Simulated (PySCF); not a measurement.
**C₅H₁₂SSi: electronic excitations**

What electronic excitations should C₅H₁₂SSi (`CC(C)S[C@H]1C[SiH2]1`) show?

The runs use PySCF 2.14.0, with density-fitted response routines of our own; the level of theory stands in each step. All values are computed, except where a source is named. Atoms are numbered from 0 throughout.

### Step 1. The molecule as given

19 atoms, charge 0, multiplicity 1; geometry from: GFN2-xTB.

Bonds of the start (Å): C0–C1 1.52, C1–C2 1.52, C1–S3 1.84, S3–C4 1.80, C4–C5 1.53, C5–Si6 1.88, Si6–C4 1.90, C0–H7 1.09, C0–H8 1.09, C0–H9 1.09, C1–H10 1.09, C2–H11 1.09, C2–H12 1.09, C2–H13 1.09, C4–H14 1.08, C5–H15 1.08, C5–H16 1.08, Si6–H17 1.45, Si6–H18 1.45.

### Step 2. Ultraviolet spectrum: CAM-B3LYP/def2-SVPD

The job: settings as JSON, then the geometry in Å.

```
{"job": {"kind": "uv", "xc": "CAM-B3LYP", "basis": "def2-SVPD", "nstates": 8, "ntriplets": 3}, "charge": 0, "multiplicity": 1}
C     -1.101862     0.937224    -1.457221
C     -1.302796    -0.491905    -0.984604
C     -2.143907    -0.567303     0.278621
S      0.301417    -1.370252    -0.776292
C      1.049026    -0.537090     0.632118
C      2.568867    -0.689914     0.734880
Si     2.020250     1.082967     0.447593
H     -0.645412     1.535901    -0.670277
H     -0.458369     0.962302    -2.333468
H     -2.061927     1.381491    -1.714563
H     -1.774694    -1.079793    -1.776901
H     -1.701842     0.036203     1.068888
H     -2.222107    -1.595553     0.624629
H     -3.145411    -0.190204     0.078635
H      0.503976    -0.762571     1.541344
H      3.028634    -1.231417    -0.080120
H      2.941132    -1.025368     1.693290
H      1.960549     1.982572     1.585033
H      2.174673     1.631962    -0.883882
```

With the program's defaults for keys left out, this is: TDDFT CAM-B3LYP/def2-SVPD, vertical, gas phase, core orbitals frozen in the response.

The run is started by

```console
$ OMP_NUM_THREADS=1 python probes_run.py task.json out
```

This one command runs all jobs of the session in turn.

Predict these results of the whole session: lowest singlet (CAM-B3LYP/def2-SVPD); brightest single state of those computed; lowest triplet; surface potential, 1st and 99th percentile.

As calculated:

```
                                quantity                        value
    lowest singlet (CAM-B3LYP/def2-SVPD)  5.13 eV (242 nm), f = 0.041
brightest single state of those computed  state 8, 6.83 eV, f = 0.076
                          lowest triplet                      4.42 eV
   surface potential, 1st and 99th percentile           -1.15 V and 1.08 V
```

What this shows: The lowest singlet, at 5.13 eV, is HOMO→LUMO+2 0.46, HOMO→LUMO 0.32 and is weak; of the 8 states computed, the strongest absorption comes from state 8 at 6.83 eV (the last computed, so partners may be missing). The lowest triplet lies 0.71 eV below the lowest singlet (triplets in Tamm-Dancoff, singlets in full TDDFT).
